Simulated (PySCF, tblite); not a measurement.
# As2GaH5O, a small molecule taken as a stand-in for a surface group (As-capped Ga): NMR shifts, core binding energies and electronic excitations

What NMR shifts, core binding energies and electronic excitations should one expect for `[OH][Ga]([AsH2])[AsH2]`?

Computed with tblite 0.8.0 and PySCF 2.14.0; each step states its level. No surroundings beyond the atoms listed, unless a continuum is named. Atoms count from 0, parts from 1.

## Step 1: Starting point

9 atoms, charge 0, multiplicity 1; geometry: distance geometry start.

## Step 2: Relaxing the cluster with GFN2-xTB

Job settings and geometry (Å):

```
{"job": {"kind": "relax", "xc": "GFN2-xTB", "basis": "xTB"}, "charge": 0, "multiplicity": 1}
As     2.075293    -0.338713     0.501331
Ga     0.046990    -1.628667     0.391149
As    -1.965645    -0.528041     1.099616
O     -0.114991    -2.791793    -1.103978
H      3.340218    -1.119686     0.667996
H      1.996854     0.919301     1.272018
H     -2.442676     0.598360     0.210620
H     -3.052455    -1.418532     1.635291
H     -0.835819    -3.418031    -1.239142
```

With the program's defaults for keys left out, this is: GFN2-xTB geometry optimisation, gas phase.

The run is started by

```bash
$ OMP_NUM_THREADS=1 python cluster_run.py task.json out
```

This one command runs all jobs of the session in turn.

Output:

```text
step      E/eV     max force
  0    -340.20767    2.846
  1    -340.54359    2.596
  2    -341.41701    1.525
  3    -341.73068    2.006
  4    -341.86220    1.454
  5    -342.28929    0.907
  6    -342.35825    0.966
  7    -342.40176    1.129
  8    -342.46500    0.889
  9    -342.50739    0.572
 10    -342.53874    0.873
 11    -342.59121    1.109
 12    -342.65098    0.994
 13    -342.67448    0.352
 14    -342.68335    0.279
 15    -342.69194    0.328
 16    -342.69977    0.373
 17    -342.70991    0.285
 18    -342.72036    0.364
 19    -342.73217    0.457
 20    -342.74597    0.490
 21    -342.75706    0.421
 22    -342.76264    0.206
 23    -342.76497    0.156
 24    -342.76731    0.169
 25    -342.77004    0.189
 26    -342.77295    0.155
 27    -342.77477    0.131
 28    -342.77590    0.100
 29    -342.77708    0.093
 30    -342.77884    0.132
 31    -342.78191    0.178
 32    -342.78620    0.212
 33    -342.78996    0.172
 34    -342.79212    0.121
 35    -342.79303    0.075
 36    -342.79373    0.081
 37    -342.79497    0.114
 38    -342.79643    0.128
 39    -342.79773    0.125
 40    -342.79848    0.075
 41    -342.79885    0.045
 42    -342.79921    0.066
 43    -342.79963    0.062
 44    -342.80002    0.055
 45    -342.80037    0.051
 46    -342.80069    0.066
 47    -342.80098    0.056
 48    -342.80121    0.036
 49    -342.80134    0.027
 50    -342.80141    0.021
 51    -342.80146    0.019
 52    -342.80156    0.024
 53    -342.80169    0.030
 54    -342.80184    0.032
 55    -342.80196    0.031
 56    -342.80206    0.031
 57    -342.80216    0.032
 58    -342.80231    0.037
 59    -342.80250    0.049
 60    -342.80271    0.049
 61    -342.80289    0.033
 62    -342.80299    0.017
 63    -342.80303    0.013
 64    -342.80305    0.015
 65    -342.80307    0.016
 66    -342.80312    0.020
 67    -342.80322    0.032
 68    -342.80339    0.041
 69    -342.80357    0.033
 70    -342.80366    0.015
 71    -342.80369    0.017
 72    -342.80370    0.015
 73    -342.80373    0.015
 74    -342.80379    0.038
 75    -342.80392    0.052
 76    -342.80417    0.071
 77    -342.80441    0.051
 78    -342.80454    0.079
 79    -342.80462    0.025
 80    -342.80469    0.030
 81    -342.80477    0.040
 82    -342.80486    0.049
 83    -342.80502    0.047
 84    -342.80530    0.047
 85    -342.80580    0.076
 86    -342.80656    0.091
 87    -342.80779    0.083
 88    -342.80925    0.083
 89    -342.80888    0.176
 90    -342.80954    0.200
 91    -342.81096    0.094
 92    -342.81178    0.046
 93    -342.81029    0.252
 94    -342.81266    0.053
 95    -342.81323    0.059
 96    -342.81281    0.258
 97    -342.81461    0.063
 98    -342.81538    0.063
 99    -342.81614    0.265
100    -342.81805    0.068
101    -342.81944    0.063
102    -342.82207    0.237
103    -342.82484    0.071
104    -342.82860    0.095
105    -342.82962    0.281
106    -342.83238    0.102
107    -342.83364    0.079
108    -342.83273    0.323
109    -342.83576    0.077
110    -342.83658    0.066
111    -342.83780    0.142
112    -342.83841    0.065
113    -342.83879    0.045
114    -342.83917    0.033
115    -342.83928    0.032
116    -342.83943    0.038
117    -342.83960    0.052
118    -342.83975    0.035
119    -342.83985    0.036
120    -342.83993    0.022
121    -342.84002    0.023
122    -342.84011    0.029
123    -342.84018    0.025
124    -342.84022    0.016
125    -342.84024    0.009
126    -342.84025    0.012
127    -342.84025    0.006
```

Run time: 1.5 s. Hardware: 1 thread of Arm Neoverse V1, shared host.

Step by step:

| step | energy from step 0 (eV) | largest force (eV/Å) |
| --- | --- | --- |
| 0 | 0.0000 | 2.8464 |
| 5 | -2.0816 | 0.9065 |
| 10 | -2.3311 | 0.8730 |
| 15 | -2.4843 | 0.3275 |
| 20 | -2.5383 | 0.4901 |
| 25 | -2.5624 | 0.1890 |
| 30 | -2.5712 | 0.1320 |
| 35 | -2.5854 | 0.0748 |
| 40 | -2.5908 | 0.0748 |
| 45 | -2.5927 | 0.0506 |
| 50 | -2.5937 | 0.0214 |
| 55 | -2.5943 | 0.0311 |
| 60 | -2.5950 | 0.0487 |
| 65 | -2.5954 | 0.0162 |
| 70 | -2.5960 | 0.0149 |
| 75 | -2.5962 | 0.0517 |
| 80 | -2.5970 | 0.0310 |
| 85 | -2.5981 | 0.0759 |
| 90 | -2.6019 | 0.1994 |
| 95 | -2.6056 | 0.0584 |
| 100 | -2.6104 | 0.0684 |
| 105 | -2.6219 | 0.2814 |
| 110 | -2.6289 | 0.0665 |
| 115 | -2.6316 | 0.0320 |
| 120 | -2.6323 | 0.0224 |
| 125 | -2.6326 | 0.0089 |
| 127 | -2.6326 | 0.0061 |

Close pairs (by a distance rule), those that changed most:

| bond | before (Å) | after (Å) | change (Å) |
| --- | --- | --- | --- |
| Ga1–O3 | 1.901 | 1.743 | -0.158 |
| Ga1–As2 | 2.401 | 2.496 | +0.095 |
| As0–Ga1 | 2.406 | 2.473 | +0.067 |
| As0–H5 | 1.477 | 1.517 | +0.040 |
| As0–H4 | 1.496 | 1.510 | +0.014 |
| O3–H8 | 0.964 | 0.952 | -0.013 |
| As2–H7 | 1.504 | 1.513 | +0.009 |
| As2–H6 | 1.512 | 1.514 | +0.002 |

## Step 3: Relaxing the molecule at PBE0-D3(BJ)/def2-SVP

Job settings and geometry (Å):

```
{"job": {"xc": "PBE0", "basis": "def2-SVP", "d3": "d3bj", "grid": 2, "kind": "geom", "shake": 0.01}, "charge": 0, "multiplicity": 1}
As     2.178939     0.867719    -0.556845
Ga     0.011143    -0.269139    -0.128673
As    -2.133910     0.181633     1.086022
O      0.085493    -1.804915    -0.941559
H      2.773437    -0.104267     0.385702
H      1.849393     1.800264     0.617796
H     -1.772150     1.658461     1.037074
H     -2.729066     0.307705    -0.280076
H     -0.219032    -2.660609    -1.227990
```

Output:

```text
step   0  E = -6473.15223806  max force = 0.021521
step   1  E = -6473.15881671  max force = 0.012258
step   2  E = -6473.16111848  max force = 0.012339
step   3  E = -6473.16415154  max force = 0.011554
step   4  E = -6473.16559397  max force = 0.004358
step   5  E = -6473.16603502  max force = 0.002002
step   6  E = -6473.16619037  max force = 0.000626
step   7  E = -6473.16622585  max force = 0.000650
step   8  E = -6473.16628978  max force = 0.000874
step   9  E = -6473.16633674  max force = 0.001102
step  10  E = -6473.16640594  max force = 0.000845
step  11  E = -6473.16643494  max force = 0.000403
step  12  E = -6473.16644282  max force = 0.000233
optimisation converged
```

Run time: 3.4 min. Hardware: 1 thread of Arm Neoverse V1, shared host; peak memory 0.66 GiB.

The steps of the relaxation:

| step | energy from step 0 (eV) | largest force component (eV/Å) |
| --- | --- | --- |
| 0 | 0.0000 | 1.1067 |
| 1 | -0.1790 | 0.6303 |
| 2 | -0.2416 | 0.6345 |
| 3 | -0.3242 | 0.5941 |
| 4 | -0.3634 | 0.2241 |
| 5 | -0.3754 | 0.1029 |
| 6 | -0.3797 | 0.0322 |
| 7 | -0.3806 | 0.0334 |
| 8 | -0.3824 | 0.0449 |
| 9 | -0.3836 | 0.0567 |
| 10 | -0.3855 | 0.0435 |
| 11 | -0.3863 | 0.0207 |
| 12 | -0.3865 | 0.0120 |

Distances of close pairs at the start and the end, largest changes first:

| bond | before (Å) | after (Å) | change (Å) |
| --- | --- | --- | --- |
| Ga1–As2 | 2.506 | 2.430 | -0.076 |
| As0–Ga1 | 2.485 | 2.414 | -0.071 |
| Ga1–O3 | 1.739 | 1.792 | +0.052 |
| As0–H4 | 1.479 | 1.525 | +0.046 |
| As2–H7 | 1.495 | 1.527 | +0.032 |
| O3–H8 | 0.952 | 0.962 | +0.010 |
| As0–H5 | 1.536 | 1.526 | -0.009 |
| As2–H6 | 1.521 | 1.525 | +0.004 |

The final coordinates are the input of the step that follows.

| at the end point | value |
| --- | --- |
| point group (found at 0.08 Å tolerance) | C1 |
| rotational constants (GHz, main isotopes) | 3.061, 0.687, 0.567 |
| dipole moment (D) | 1.27 |

## Step 4: Nuclear shieldings: PBE0/pcSseg-2

Job settings and geometry (Å):

```
{"job": {"kind": "nmr", "xc": "PBE0", "basis": "pcSseg-2"}, "charge": 0, "multiplicity": 1}
As     2.080066     1.067753    -0.387052
Ga     0.080293    -0.263833    -0.152357
As    -1.966788     0.301430     1.028934
O      0.208060    -1.842917    -0.989244
H      2.935525    -0.123061     0.032116
H      1.952364     1.577712     1.045753
H     -1.855875     1.750185     0.564747
H     -2.810682    -0.093549    -0.181004
H     -0.578714    -2.396874    -0.970443
```

Level: GIAO PBE0/pcSseg-2 NMR shielding, non-relativistic, gas phase.

Output:

```text
coarse grid: 39624 points
cycle   1  E = -6473.9612811001  dE = -2.072e+00  |g| = 1.804e+00  |ddm| = 2.371e+00
cycle   2  E = -6473.1369987978  dE =  8.243e-01  |g| = 2.691e+00  |ddm| = 1.540e+00
cycle   3  E = -6474.0937489082  dE = -9.568e-01  |g| = 6.827e-01  |ddm| = 1.399e+00
cycle   4  E = -6474.1780803433  dE = -8.433e-02  |g| = 1.669e-01  |ddm| = 3.488e-01
cycle   5  E = -6474.1800724266  dE = -1.992e-03  |g| = 7.146e-02  |ddm| = 8.487e-02
cycle   6  E = -6474.1805429498  dE = -4.705e-04  |g| = 1.598e-02  |ddm| = 3.377e-02
cycle   7  E = -6474.1805676472  dE = -2.470e-05  |g| = 4.045e-03  |ddm| = 8.382e-03
cycle   8  E = -6474.1805701556  dE = -2.508e-06  |g| = 7.550e-04  |ddm| = 3.238e-03
final grid: 77512 points
cycle   9  E = -6474.1805112393  dE = -7.160e-08  |g| = 1.106e-03  |ddm| = 1.931e-03
cycle  10  E = -6474.1805110333  dE =  2.060e-07  |g| = 1.717e-03  |ddm| = 1.464e-03
cycle  11  E = -6474.1805114242  dE = -3.909e-07  |g| = 1.964e-04  |ddm| = 7.915e-04
cycle  12  E = -6474.1805114321  dE = -7.925e-09  |g| = 3.920e-05  |ddm| = 1.229e-04
cycle  13  E = -6474.1805114324  dE = -2.910e-10  |g| = 8.492e-06  |ddm| = 2.691e-05
converged SCF energy = -6474.1805114324

GIAO shielding tensors (ppm)
atom      isotropic    diamagn.    paramagn.     s11        s22        s33       span
  0 As    1932.177    2876.956    -944.779   1807.915   1955.980   2032.636    224.721
  1 Ga    1160.746    2640.449   -1479.703    886.410   1196.628   1399.198    512.788
  2 As    1917.233    2877.263    -960.030   1797.954   1926.875   2026.870    228.917
  3 O      185.633     383.074    -197.441     28.852    236.606    291.442    262.590
  4 H       29.082      28.620       0.462     21.646     24.323     41.276     19.630
  5 H       29.543      29.265       0.278     22.037     25.576     41.016     18.979
  6 H       29.327      29.392      -0.065     21.826     25.550     40.606     18.780
  7 H       29.282      29.340      -0.058     22.092     24.524     41.230     19.139
  8 H       27.832      32.301      -4.469     21.272     23.373     38.851     17.579
```

It took 2 min on 1 thread of Arm Neoverse V1, shared host; peak memory 1.4 GiB.

Shifts follow as δ = σ(reference) − σ, with reference shieldings (ppm) from runs at the same level and on the same kind of geometry: ¹H TMS 31.25, ¹⁷O H2O 328.2, ⁷⁵As AsH3 1915, ⁷¹Ga GaH4- 1718. The references are single molecules in the gas phase, so shifts against H2O, NH3, PH3, H3PO4 or CFCl3 are not on the usual liquid scales and can be off by tens of ppm. Shifts against hydride references such as AlH4− lie on their own scale.

| atoms | environment | σ (ppm) | δ (ppm) |
| --- | --- | --- | --- |
| H8 | hydrogen on an oxygen bonded to Ga | 27.83 | 3.41 |
| H4 | hydrogen on an arsenic bonded to Ga | 29.08 | 2.16 |
| H7 | hydrogen on an arsenic bonded to Ga | 29.28 | 1.96 |
| H6 | hydrogen on an arsenic bonded to Ga | 29.33 | 1.92 |
| H5 | hydrogen on an arsenic bonded to Ga | 29.54 | 1.70 |
| As2 | arsenic bonded to Ga, 2 H | 1917 | -2 |
| As0 | arsenic bonded to Ga, 2 H | 1932 | -17 |
| Ga1 | Ga bonded to 2 As, O | 1161 | 557 |
| O3 | oxygen bonded to Ga, H | 185.6 | 142.5 |

Charges from the same density, by scheme (e):

| atoms | Mulliken | IAO | Hirshfeld | ESP fit |
| --- | --- | --- | --- | --- |
| As0 | -0.13 | -0.07 | 0.00 | -0.18 |
| Ga1 | 0.59 | 0.60 | 0.38 | 0.54 |
| As2 | -0.14 | -0.09 | -0.02 | -0.22 |
| O3 | -0.55 | -0.76 | -0.39 | -0.68 |

Mayer bond orders: As0–Ga1 0.99, Ga1–As2 0.97, Ga1–O3 1.00.

## Step 5: X-ray photoelectron lines: SCAN, X2C

Same as in step 4 but for these lines:

```diff
@@ -1,2 +1,2 @@
-{"job": {"kind": "nmr", "xc": "PBE0", "basis": "pcSseg-2"}, "charge": 0, "multiplicity": 1}
+{"job": {"kind": "xps", "holes": 5}, "charge": 0, "multiplicity": 1}
 As     2.080066     1.067753    -0.387052
```

With the program's defaults for keys left out, this is: delta-SCF UKS SCAN, pcX-2 on the ionised atom, pcseg-1 elsewhere, spin-free X2C.

Output:

```text
ground state, core basis on atom 3 (O), 151 functions
  cycle   1  E = -6528.72487769  |g| = 9.20e-01
  cycle   2  E = -6526.81460679  |g| = 2.79e+00
  cycle   3  E = -6528.85813734  |g| = 2.60e-01
  cycle   4  E = -6528.87380428  |g| = 1.67e-01
  cycle   5  E = -6528.88315079  |g| = 4.16e-02
  cycle   6  E = -6528.88366388  |g| = 1.53e-02
  cycle   7  E = -6528.88374504  |g| = 3.39e-03
  cycle   8  E = -6528.88375399  |g| = 8.22e-04
  cycle   9  E = -6528.88374867  |g| = 2.83e-04
  E(ground) = -6528.94498354 Eh
hole in O 1s of atom 3
  cycle   1  E = -6508.29018829  |g| = 2.23e+00
  cycle   2  E = -6506.29533444  |g| = 2.57e+00
  cycle   3  E = -6508.84502575  |g| = 7.09e-01
  cycle   4  E = -6509.05122773  |g| = 3.35e-01
  cycle   5  E = -6509.11721922  |g| = 1.53e-01
  cycle   6  E = -6509.13378917  |g| = 3.29e-02
  cycle   7  E = -6509.13457001  |g| = 1.23e-02
  cycle   8  E = -6509.13469285  |g| = 2.29e-03
  cycle   9  E = -6509.13469742  |g| = 9.55e-04
  cycle  10  E = -6509.13469975  |g| = 4.97e-04
  E(ion) = -6509.19752372 Eh   <S^2> = 0.7630   hole on atom = 1.000   binding energy = 537.356 eV
```

It took 7.3 s on 1 thread of Arm Neoverse V1, shared host; peak memory 0.37 GiB.

Binding energies by hole, beside the orbital energy of the ground state; the difference holds orbital relaxation and, for a density functional, its self-interaction error:

| hole | stands for | environment | ΔSCF (eV) | −ε (eV) | ⟨S²⟩ |
| --- | --- | --- | --- | --- | --- |
| O1s on O3 | O3 | oxygen bonded to Ga, H | 537.36 | 516.4 | 0.763 |

## Step 6: Excited states and response: CAM-B3LYP/def2-SVPD

Same as in step 5 but for these lines:

```diff
@@ -1,2 +1,2 @@
-{"job": {"kind": "xps", "holes": 5}, "charge": 0, "multiplicity": 1}
+{"job": {"kind": "uv", "xc": "CAM-B3LYP", "basis": "def2-SVPD", "nstates": 6, "ntriplets": 2, "ip": true}, "charge": 0, "multiplicity": 1}
 As     2.080066     1.067753    -0.387052
```

Level: TDDFT CAM-B3LYP/def2-SVPD, vertical, gas phase, core orbitals frozen in the response.

Output:

```text
coarse grid: 39624 points
cycle   1  E = -6474.2357677185  dE = -1.861e+00  |g| = 9.097e-01  |ddm| = 3.487e+00
cycle   2  E = -6473.9882907677  dE =  2.475e-01  |g| = 1.464e+00  |ddm| = 2.465e+00
cycle   3  E = -6474.3774486863  dE = -3.892e-01  |g| = 1.441e-01  |ddm| = 1.590e+00
cycle   4  E = -6474.3809075432  dE = -3.459e-03  |g| = 5.676e-02  |ddm| = 1.992e-01
cycle   5  E = -6474.3813291428  dE = -4.216e-04  |g| = 1.245e-02  |ddm| = 5.546e-02
cycle   6  E = -6474.3813548166  dE = -2.567e-05  |g| = 2.680e-03  |ddm| = 2.049e-02
cycle   7  E = -6474.3813569645  dE = -2.148e-06  |g| = 9.036e-04  |ddm| = 6.216e-03
final grid: 77512 points
cycle   8  E = -6474.3812986078  dE = -1.861e-07  |g| = 7.953e-04  |ddm| = 2.990e-03
cycle   9  E = -6474.3812986326  dE = -2.485e-08  |g| = 7.733e-04  |ddm| = 1.982e-03
cycle  10  E = -6474.3812986919  dE = -5.931e-08  |g| = 4.914e-05  |ddm| = 9.026e-04
cycle  11  E = -6474.3812986927  dE = -7.640e-10  |g| = 3.208e-05  |ddm| = 8.731e-05
cycle  12  E = -6474.3812986930  dE = -2.947e-10  |g| = 1.010e-05  |ddm| = 7.366e-05
converged SCF energy = -6474.3812986930

Static polarisability (au): isotropic 105.613, principal 79.123 95.455 142.262

Singlet excitations
state   eV       nm        f      main configurations
  1   4.7430    261.4   0.00163   H->L 0.79, H->L+1 0.17
  2   5.4095    229.2   0.29532   H->L+1 0.73, H->L 0.16
  3   5.7169    216.9   0.05000   H->L+3 0.40, H->L+2 0.39
  4   5.9887    207.0   0.02417   H->L+3 0.31, H->L+4 0.29, H->L+2 0.16
  5   6.0225    205.9   0.03414   H->L+4 0.57, H->L+3 0.14, H->L+2 0.14
  6   6.2741    197.6   0.03943   H-1->L+1 0.60, H->L+5 0.13, H-1->L 0.09

Triplet excitations (Tamm-Dancoff, eV): 4.2944 4.4533
Vertical ionisation energy (delta-SCF) = 8.8417 eV
```

Wall time 2.5 min (1 thread of Arm Neoverse V1, shared host); peak memory 0.9 GiB.

The orbitals next to the gap, with their largest atomic shares:

| orbital | eV | atoms |
| --- | --- | --- |
| HOMO−3 | -10.46 | O3 37 %, As0 17 %, Ga1 15 % |
| HOMO−2 | -10.07 | As2 28 %, O3 26 %, As0 16 % |
| HOMO−1 | -9.29 | As0 36 %, As2 28 %, Ga1 12 % |
| HOMO | -8.08 | As2 33 %, As0 33 %, Ga1 17 % |
| LUMO | -0.15 | Ga1 49 %, As0 16 %, As2 14 % |
| LUMO+1 | -0.11 | Ga1 45 %, As2 21 %, As0 13 % |
| LUMO+2 | 0.55 | As2 30 %, Ga1 25 %, As0 21 % |

With each of the 6 states as a Gaussian band of 0.4 eV half-width at 1/e, the curve within the window shown has maxima at 228 nm (ε 13,000) L/(mol cm). Beyond the last state computed it falls off for lack of states. The curve at chosen wavelengths:

```csv
nm,ε (L/mol/cm)
189,1254
193,2195
198,3513
202,4544
207,5919
211,7336
215,9138
220,11567
224,13021
229,13427
233,12444
237,10565
242,7671
246,5460
251,3255
255,2021
259,1200
264,600
268,339
273,168
277,99
281,60
286,34
290,22
295,13
299,8
```

Ground-state properties from the same run:

| property | computed |
| --- | --- |
| dipole moment (D) | 1.39 |
| polarisability (Å³) | 15.65 |
| HOMO–LUMO gap (eV) | 7.93 |
| −ε(HOMO) (eV) | 8.08 |

## Step 7: What came out

| quantity | value |
| --- | --- |
| point group | C1 |
| rotational constants (main isotopes) | 3.06, 0.69, 0.57 GHz |
| ¹H shifts against TMS (PBE0/pcSseg-2) | 3.41, 2.16, 1.96, 1.92, 1.70 ppm |
| ⁷⁵As shifts against AsH3 (PBE0/pcSseg-2) | -2, -17 ppm |
| ⁷¹Ga shifts against GaH4- (PBE0/pcSseg-2) | 557 ppm |
| ¹⁷O shifts against H2O (PBE0/pcSseg-2) | 142.5 ppm |
| O1s binding energies, SCAN/pcX-2 | O3 537.36 eV |
| lowest singlet (CAM-B3LYP/def2-SVPD) | 4.74 eV (261 nm), f = 0.002 |
| brightest single state of those computed | state 2, 5.41 eV, f = 0.295 |
| lowest triplet | 4.29 eV |
| vertical ionisation energy (ΔSCF) | 8.84 eV |

The start of the PBE0/def2-SVP relaxation was shaken at random by about 0.01 Å, so part of the energy gained, and of the first lengths quoted, undoes that. Over 12 steps the energy fell by 0.387 eV; of the close pairs, Ga1–As2 changed most, 2.506 to 2.430 Å (PBE0/def2-SVP). No frequency check was run at this level, so the end point may be a saddle. At PBE0/pcSseg-2: The largest span, 513 ppm, is at Ga1, where the paramagnetic term is -1480 ppm. The lowest singlet, at 4.74 eV, is HOMO→LUMO 0.79, HOMO→LUMO+1 0.17 and is weak; of the 6 states computed, the strongest absorption comes from state 2 at 5.41 eV. The lowest triplet lies 0.45 eV below the lowest singlet (triplets in Tamm-Dancoff, singlets in full TDDFT). ΔSCF puts the ionisation energy at 8.84 eV, 0.76 eV above −ε(HOMO). Spin-orbit coupling is left out, which matters for shieldings and couplings at and beside the heavy atoms.
